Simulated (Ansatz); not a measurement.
# C₂H₁₃AlOSi₂: a ladder of functionals and wavefunction methods

The task here is to estimate one member of a computed series from the others.

Method: functionals in def2-TZVPP, the program's frozen cores in correlated methods; program: Ansatz 0.2.0, Gaussian basis.

Levels to be run: LDA (SPW92), PBE-D4, revPBE-D4, BLYP-D4, r2SCAN-D4, B97M-V, PBE0-D4, B3LYP-D4, r2SCANh-D4, r2SCAN0-D4, HSE06-D4, BHLYP-D4, CAM-B3LYP-D4, LC-ωPBE, ωB97X-V, ωB97M-V, B2PLYP, PBE-QIDH; CCSD(T)/def2-SVP; CCSD(T)/def2-TZVPP; MP2/def2-QZVPP; extrapolation to the limit; RPA on PBE.

## Structure used throughout

An earlier PBE0-D4 in a triple-zeta def2 set relaxation fixed the geometry.

19 atoms, charge 0, spin multiplicity 1.

Atoms are counted from 1 here; the program's logs count them from 0.

Bond lengths: C1–Al2 1.965 Å, C1–H7 1.095 Å, C1–H8 1.095 Å, C1–H9 1.096 Å, Al2–C3 1.965 Å, Al2–O4 1.997 Å, Al2–H10 1.625 Å, C3–H11 1.095 Å, C3–H12 1.095 Å, C3–H13 1.096 Å, O4–Si5 1.684 Å, O4–Si6 1.703 Å, Si5–H14 1.481 Å, Si5–H15 1.477 Å, Si5–H16 1.481 Å, Si6–H17 1.474 Å, Si6–H18 1.494 Å, Si6–H19 1.474 Å. Angles: Al2–C1–H7 112.4°, Al2–C1–H8 112.5°, Al2–C1–H9 110.9°, H7–C1–H8 107.6°, H7–C1–H9 106.7°, H8–C1–H9 106.4°, C1–Al2–C3 120.4°, C1–Al2–O4 103.9°, C1–Al2–H10 116.6°, C3–Al2–O4 103.9°, C3–Al2–H10 116.6°, O4–Al2–H10 86.9°, Al2–C3–H11 112.5°, Al2–C3–H12 112.4°, Al2–C3–H13 110.9°, H11–C3–H12 107.6°, H11–C3–H13 106.4°, H12–C3–H13 106.7° and more.

Set-up of the first run:

File in.yaml:

```yaml
crystal:
  periodic: [false, false, false]
  atoms:
    - {symbol: C, position_ang: [2.244058, -0.756869, -0.360238]}
    - {symbol: Al, position_ang: [0.313225, -0.840840, -0.713052]}
    - {symbol: C, position_ang: [-0.780789, -2.268606, 0.076834]}
    - {symbol: O, position_ang: [-0.399080, 0.826620, 0.123601]}
    - {symbol: Si, position_ang: [-0.343882, 1.185546, 1.767758]}
    - {symbol: Si, position_ang: [-1.061028, 1.812695, -1.096716]}
    - {symbol: H, position_ang: [2.686816, 0.190769, -0.683466]}
    - {symbol: H, position_ang: [2.481772, -0.889066, 0.700874]}
    - {symbol: H, position_ang: [2.774195, -1.551259, -0.896964]}
    - {symbol: H, position_ang: [-0.192260, -0.239109, -2.135599]}
    - {symbol: H, position_ang: [-0.571171, -2.415586, 1.141947]}
    - {symbol: H, position_ang: [-1.853966, -2.078230, -0.026520]}
    - {symbol: H, position_ang: [-0.582851, -3.228609, -0.412470]}
    - {symbol: H, position_ang: [0.431896, 2.432712, 1.954376]}
    - {symbol: H, position_ang: [0.321773, 0.033276, 2.408793]}
    - {symbol: H, position_ang: [-1.729206, 1.355220, 2.261922]}
    - {symbol: H, position_ang: [-0.022126, 2.269341, -2.037521]}
    - {symbol: H, position_ang: [-1.526664, 2.982972, -0.293341]}
    - {symbol: H, position_ang: [-2.232611, 1.174823, -1.723917]}
basis:
  gaussian: {orbitals: def2-TZVPP}
hamiltonian: {xc: lda}
output: {orbitals: {seedname: orbitals}}
```

Among the steps run: LDA; PBE-D4 (GGA); revPBE-D4 (GGA); BLYP-D4 (GGA); r2SCAN-D4 (meta-GGA); B97M-V (meta-GGA); PBE0-D4 (hybrid); B3LYP-D4 (hybrid); r2SCANh-D4 (hybrid); r2SCAN0-D4 (hybrid); HSE06-D4 (hybrid); BHLYP-D4 (hybrid); CAM-B3LYP-D4 (range-separated); LC-ωPBE (range-separated); ωB97X-V (range-separated); ωB97M-V (range-separated); B2PLYP (double hybrid); PBE-QIDH (double hybrid).

One of the session's tables, all rows but one given; the rest of the session is left out.

It belongs to the step «Frontier levels by functional». 

```
  functional  HOMO (eV)  gap (eV)
 LDA (SPW92)      -6.04      4.01
      PBE-D4      -5.91      4.15
   revPBE-D4          ?         ?
     BLYP-D4      -5.77      4.19
   r2SCAN-D4      -6.17      4.75
      B97M-V      -6.30      4.65
     PBE0-D4      -7.17      6.28
    B3LYP-D4      -6.94      5.88
  r2SCANh-D4      -6.64      5.52
  r2SCAN0-D4      -7.35      6.66
    HSE06-D4      -6.77      5.51
    BHLYP-D4      -8.34      8.40
CAM-B3LYP-D4      -8.54      8.69
     LC-ωPBE      -9.93     11.22
     ωB97X-V      -9.56     10.71
     ωB97M-V      -9.43     10.27
```

**Question.** Estimate the row for revPBE-D4.

**Answer.** HOMO (eV): -5.86; gap (eV): 4.23. In the column «HOMO (eV)» it lies between PBE-D4 (-5.91) and BLYP-D4 (-5.77).
